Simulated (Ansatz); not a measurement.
# C2H4OSSi: the cost of one run

Computed with Ansatz 0.2.0 through its Python package. Level of theory: PBE0+D3(BJ)/cc-pVDZ.

### 1 The system

Bond lengths: O1–C2 1.223 Å, C2–Si3 1.827 Å, Si3–C4 1.776 Å, Si3–S5 2.202 Å, C4–S5 1.681 Å, C2–H6 1.116 Å, Si3–H7 1.548 Å, C4–H8 1.057 Å, C4–H9 1.149 Å. Angles (14 of 16 angles, heavy atoms first): O1–C2–Si3 116.3°, C2–Si3–C4 125.3°, C2–Si3–S5 109.9°, C4–Si3–S5 48.6°, Si3–C4–S5 79.1°, Si3–S5–C4 52.4°, O1–C2–H6 126.2°, Si3–C2–H6 117.5°, C2–Si3–H7 118.6°, C4–Si3–H7 115.7°, S5–Si3–H7 104.2°, Si3–C4–H8 120.2°, Si3–C4–H9 110.4°, S5–C4–H8 118.3°.

Input file c2h4ossi.xyz:

```xyz
9

O    -1.36720    0.73710    2.04130
C    -0.81710    1.14620    1.02820
Si    0.49600    0.08200    0.33430
C     0.25470   -1.17170   -0.90070
S     0.46170    0.18980   -1.86500
H    -1.02980    2.10950    0.50590
H     1.96830    0.38430    0.70620
H     0.94820   -1.96330   -0.99690
H    -0.82620   -1.56020   -0.87040
```

### 2 The script

The input, freq.py:

```python
# -*- coding: utf-8 -*-
import itertools

import ansatz as az
from ase.data import atomic_numbers, covalent_radii
import numpy as np


def main():
    geometry = az.Crystal.molecule_from_extxyz('c2h4ossi.xyz')

    model = (
        geometry.calculation()
        .basis(gaussian='cc-pVDZ')
        .functional('PBE0', dispersion='d3bj')
    )
    symbols = [site.symbol for site in geometry.cartesian_sites]
    start = np.array([site.position_ang for site in geometry.cartesian_sites], dtype=float)
    summary = model.relax(force_tolerance=0.003).run().report
    end = np.array(summary['positions_ang'])

    radius = [covalent_radii[atomic_numbers[s]] for s in symbols]
    span = lambda where, i, j: np.linalg.norm(where[i] - where[j])
    bonded = [(i, j) for i, j in itertools.combinations(range(len(symbols)), 2) if min(span(start, i, j), span(end, i, j)) < 1.2 * (radius[i] + radius[j])]
    print('pair        before    after (A)')
    for i, j in bonded:
        print(f'{symbols[i]}{i}-{symbols[j]}{j}'.ljust(10), f'{span(start, i, j):8.4f} {span(end, i, j):8.4f}')
    for first, second in list(itertools.combinations(bonded, 2)):
        shared = set(first) & set(second)
        if shared and symbols[(j := shared.pop())] != 'H':
            i, k = sorted((set(first) | set(second)) - {j})
            u, v = end[i] - end[j], end[k] - end[j]
            angle = np.degrees(np.arccos(np.clip(u @ v / np.linalg.norm(u) / np.linalg.norm(v), -1, 1)))
            print(f'final angle {symbols[i]}{i}-{symbols[j]}{j}-{symbols[k]}{k}: {angle:.2f} deg')

    minimum = az.Crystal.molecule()
    for symbol, place in zip(symbols, end):
        minimum = minimum.atom(symbol, place.tolist())
    vibrating = (
        minimum.calculation()
        .basis(gaussian='cc-pVDZ')
        .functional('PBE0', dispersion='d3bj')
        .phonons(temperatures=(200, 600, 100))
    )
    vib = vibrating.run().report['vibrations']
    sums = vib['harmonic_sums']
    modes = [m['omega_inv_cm'] for m in sums['modes_at_gamma'] if m['rigid_motion'] == 'no']
    print('frequencies (1/cm):', ' '.join(f'{w:.0f}' for w in modes))
    print('imaginary modes:', sum(w < 0 for w in modes), ' zero-point energy:', round(sums['zero_point_energy_ev'], 4), 'eV')
    print('T (K)   F_vib (eV)   S_vib (meV/K)   C_vib (meV/K)')
    for row in zip(sums['temperatures_k'], sums['vibrational_free_energy_ev'], vib['entropy_ev_per_k'], vib['heat_capacity_ev_per_k']):
        print(f'{row[0]:6.1f} {row[1]:11.4f} {1000 * row[2]:13.4f} {1000 * row[3]:15.4f}')


if __name__ == '__main__':
    main()
```

### 3 What the engine is handed

The package turns the script's settings into the engine's input (first run):

```yaml
crystal:
  periodic: [false, false, false]
  atoms:
    - { symbol: O, position_ang: [-1.3672, 0.7371, 2.0413] }
    - { symbol: C, position_ang: [-0.8171, 1.1462, 1.0282] }
    - { symbol: Si, position_ang: [0.496, 0.082, 0.3343] }
    - { symbol: C, position_ang: [0.2547, -1.1717, -0.9007] }
    - { symbol: S, position_ang: [0.4617, 0.1898, -1.865] }
    - { symbol: H, position_ang: [-1.0298, 2.1095, 0.5059] }
    - { symbol: H, position_ang: [1.9683, 0.3843, 0.7062] }
    - { symbol: H, position_ang: [0.9482, -1.9633, -0.9969] }
    - { symbol: H, position_ang: [-0.8262, -1.5602, -0.8704] }
basis:
  gaussian:
    orbitals: cc-pVDZ
hamiltonian:
  xc: pbe0
  dispersion: d3bj
relax:
  f_tol: 0.003
```

### 4 The run

On the command line:

```bash
> python freq.py
```

What time and memory should one allow on 1 thread of Arm Neoverse V2, shared host?

About 4.4 min, with a peak of 0.29 GiB.
